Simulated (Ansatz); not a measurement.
**C3H10SSi: one species, many methods**

An exercise on one series of results from a longer session: the logs are not shown, and one member is left open.

Program: Ansatz 0.2.0, Gaussian basis. Level of theory: functionals in def2-TZVPP, the program's frozen cores in correlated methods. These are calculated values, not measurements.

Levels to be run: PBE-D4, r2SCAN-D4, PBE0-D4, B3LYP-D4, ωB97X-V, ωB97M-V, B2PLYP; CCSD(T)/def2-TZVPP; MP2/def2-QZVPP; extrapolation to the limit.

### Structure used throughout

An earlier PBE0-D4 in a triple-zeta def2 set relaxation fixed the geometry.

SMILES `CC(C)S[SiH3]`, 15 atoms, charge 0, spin multiplicity 1.

Atoms are counted from 1 here; the program's logs count them from 0.

Bond lengths: C1–C2 1.516 Å, C1–H6 1.092 Å, C1–H7 1.095 Å, C1–H8 1.091 Å, C2–C3 1.518 Å, C2–S4 1.840 Å, C2–H9 1.094 Å, C3–H10 1.093 Å, C3–H11 1.091 Å, C3–H12 1.093 Å, S4–Si5 2.123 Å, Si5–H13 1.483 Å, Si5–H14 1.488 Å, Si5–H15 1.489 Å. Angles: C2–C1–H6 110.5°, C2–C1–H7 110.0°, C2–C1–H8 112.0°, H6–C1–H7 108.3°, H6–C1–H8 107.9°, H7–C1–H8 107.9°, C1–C2–C3 112.0°, C1–C2–S4 112.0°, C1–C2–H9 109.9°, C3–C2–S4 107.1°, C3–C2–H9 109.1°, S4–C2–H9 106.5°, C2–C3–H10 109.9°, C2–C3–H11 111.5°, C2–C3–H12 110.7°, H10–C3–H11 108.5°, H10–C3–H12 108.0°, H11–C3–H12 108.2° and more.

The first run:

The input, in.yaml:

```yaml
crystal:
  periodic: [false, false, false]
  atoms:
    - {symbol: C, position_ang: [1.231076, 0.710165, -0.308909]}
    - {symbol: C, position_ang: [0.379741, -0.472519, 0.108850]}
    - {symbol: C, position_ang: [1.018804, -1.795788, -0.270995]}
    - {symbol: S, position_ang: [-1.286877, -0.431556, -0.670858]}
    - {symbol: Si, position_ang: [-2.199805, 1.161420, 0.395420]}
    - {symbol: H, position_ang: [1.372016, 0.717147, -1.392196]}
    - {symbol: H, position_ang: [2.215447, 0.649034, 0.165680]}
    - {symbol: H, position_ang: [0.778509, 1.661329, -0.022955]}
    - {symbol: H, position_ang: [0.218059, -0.451151, 1.190547]}
    - {symbol: H, position_ang: [2.007489, -1.876643, 0.189004]}
    - {symbol: H, position_ang: [0.413294, -2.640930, 0.059620]}
    - {symbol: H, position_ang: [1.143901, -1.867647, -1.354624]}
    - {symbol: H, position_ang: [-3.631549, 1.143240, 0.007465]}
    - {symbol: H, position_ang: [-1.624740, 2.494990, 0.071604]}
    - {symbol: H, position_ang: [-2.057265, 0.948108, 1.861645]}
basis:
  gaussian: {orbitals: def2-TZVPP}
hamiltonian: {xc: pbe, dispersion: d4}
output: {forces: true, orbitals: {seedname: orbitals}}
```

Command:

```
$ ansatz run in.yaml --threads 2 --pin off --events-out ev --progress --plain --max-ram 22528MiB --backend cuda --devices 0, --max-vram 18GiB
```

Steps of the session up to this table: PBE-D4 (GGA); r2SCAN-D4 (meta-GGA); PBE0-D4 (hybrid); B3LYP-D4 (hybrid); ωB97X-V (range-separated); ωB97M-V (range-separated); B2PLYP (double hybrid); CCSD(T) in def2-TZVPP; MP2 in def2-QZVPP.

One of the session's tables, all rows but one given; the rest of the session is left out.

```
            method  atomisation energy (kcal/mol)
            PBE-D4                         1302.4
         r2SCAN-D4                         1291.9
           PBE0-D4                         1292.1
          B3LYP-D4                         1289.0
           ωB97X-V                         1294.6
           ωB97M-V                         1293.8
            B2PLYP                         1273.6
     HF/def2-TZVPP                              ?
    MP2/def2-TZVPP                         1267.2
   CCSD/def2-TZVPP                         1245.5
CCSD(T)/def2-TZVPP                         1260.6
           MP2/CBS                         1297.1
       CCSD(T)/CBS                         1290.6
```

**Question.** Estimate the row for HF/def2-TZVPP.

**Answer.** atomisation energy (kcal/mol): 973.1. In the column «atomisation energy (kcal/mol)» it is the lowest.

Among the levels timed on like hardware and quicker than the yardstick, those that no quicker one beats, quickest first: PBE0-D4 (1.9 s, +1.5 kcal/mol); r2SCAN-D4 (2.8 s, +1.4 kcal/mol). Runs this short are mostly start-up, so their order is noise.

B2PLYP carry no dispersion term (for B3LYP, D4 adds 13.4 kcal/mol).

Caveats from the session: Free atoms (3 C, 1 S, 1 Si, 10 H) were run apart at each level; the atomisation energy is their sum less the molecule, without zero-point or spin-orbit terms.
